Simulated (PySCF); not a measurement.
# InPb: from the state search to spectroscopic constants

One job finds the state of InPb, follows it along the bond with each method and fits the curves.

Method: In cc-pVDZ-PP with ECP28, Pb cc-pVDZ-PP with ECP60, scalar-relativistic core potentials; program: PySCF 2.14.0.

**1. Set-up**

Settings of the job:

```yaml
atoms: In, Pb
charge: 0
basis: In cc-pVDZ-PP with ECP28, Pb cc-pVDZ-PP with ECP60
Hamiltonian: scalar-relativistic core potentials
basis_functions: 46
electrons_treated: 43
masses_in_u: 114.9039, 207.9766
levels: PBE0, PBE, r²SCAN, TPSS, LDA, MN15, CAM-B3LYP, HF, MP2, SCS-MP2, CCSD, CCSD(T)
grid: 80 radial by 434 angular points
occupations: held fixed by the projection of orbital angular momentum
dissociation_limit: In + Pb, each in its ground configuration
starting_distance_in_angstrom: 2.785
values_of_2S_to_try: 1, 3
```

Run with:

```console
OMP_NUM_THREADS=1 python dia.py task.json out
```

The runs that follow: The PBE0 curve of the state that the search chose; Excited determinants; PBE (GGA); r²SCAN (meta-GGA); TPSS (meta-GGA); LDA (local density); MN15; CAM-B3LYP (range-separated hybrid); UHF (mean field); MP2 and coupled cluster.

Before running it: what results should come out? Wanted: for each run, Re; ωe; De; μ.

The runs gave:

Lowest PBE0 solution found, without spin–orbit coupling: ⁴Σ⁻ (quartet), unpaired electrons σ ↑, π ↑↑. State 2 has its PBE0 minimum 0.38 eV higher, as a spin-mixed determinant (⟨S²⟩ = 1.76), so this is no gap between pure states. State 3 has its PBE0 minimum 0.40 eV higher, as a spin-mixed determinant (⟨S²⟩ = 1.76), so this is no gap between pure states. State 4 has its PBE0 minimum 0.67 eV higher. The other levels ran on the lowest alone.

```
      level  Re (Å)  ωe (cm⁻¹)  De (eV)  μ (D)
        UHF   2.991      116.0     1.12  -2.59
    UHF-MP2   2.909      133.4     1.71    n/a
UHF-SCS-MP2   2.923      129.8     1.50    n/a
   UHF-CCSD   2.944      127.2     1.60    n/a
UHF-CCSD(T)   2.940      127.9     1.68    n/a
        LDA   2.867      133.3     2.48  -0.79
        PBE   2.945      121.5     2.05  -0.97
       TPSS   2.922      124.6     2.01  -1.01
     r²SCAN   2.907      127.8     2.04  -1.16
       PBE0   2.909      128.6     1.92  -1.27
       MN15   2.888      134.1     2.05  -1.15
  CAM-B3LYP   2.901      130.1     1.66  -1.48
```

De is counted to In + Pb in their ground configurations. A positive dipole means In(−)Pb(+).

Differences from CCSD(T) in the same basis:

```
      level  Re (mÅ)  ωe (%)
        UHF      +51    -9.3
    UHF-MP2      -31    +4.3
UHF-SCS-MP2      -18    +1.5
   UHF-CCSD       +3    -0.6
        LDA      -74    +4.2
        PBE       +5    -5.0
       TPSS      -18    -2.6
     r²SCAN      -33    -0.1
       PBE0      -32    +0.5
       MN15      -52    +4.8
  CAM-B3LYP      -40    +1.7
```

Judged by CCSD(T) in the same basis: best bond length UHF-CCSD (+3 mÅ), worst LDA (-74 mÅ); best wavenumber r²SCAN (-0.1 %), worst UHF (-9.3 %). CCSD(T) in a basis this small is itself some way from its limit, more so than the functionals. Among the levels with a De in the table, it runs from 1.12 eV (UHF) to 2.48 eV (LDA).

Correlated steps freeze 8 core orbitals. These are scalar-relativistic numbers at best; spin–orbit coupling would shift them, the dissociation energy most. With spin–orbit coupling the term label itself may not hold.
